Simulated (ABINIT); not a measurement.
# ZrB: equation of state with PBE

The system is ZrB.

```
Zr B
1.0
     0.00000    2.32500    2.32500
     2.32500    0.00000    2.32500
     2.32500    2.32500    0.00000
Zr B
1 1
Direct
  0.00000 0.00000 0.00000
  0.50000 0.50000 0.50000
```

```json
{
 "Program": "ABINIT 10.8.3 (patched build)",
 "Task": "equation of state",
 "Functional": "PBE",
 "Potentials or basis": "PseudoDojo NC SR PBE v0.4.1 standard",
 "Cutoff": "1034 eV",
 "k mesh": "10 × 10 × 10",
 "Occupations": "fermi-dirac, width 0.05 eV",
 "Spin": "no spin polarisation"
}
```

```json
{
  "Equilibrium volume": "outside the volumes run"
}
```

Energy against volume, from the lowest point:
| volume (Å³/atom) | energy (meV/atom) |
| --- | --- |
| 11.814 | 332.67 |
| 12.065 | 253.57 |
| 12.317 | 185.00 |
| 12.568 | 126.13 |
| 12.819 | 76.16 |
| 13.071 | 34.34 |
| 13.322 | 0.00 |

It took 2.3 min on 1 thread of Arm Neoverse V2, with other jobs on the host, peak memory 0.11 GiB.
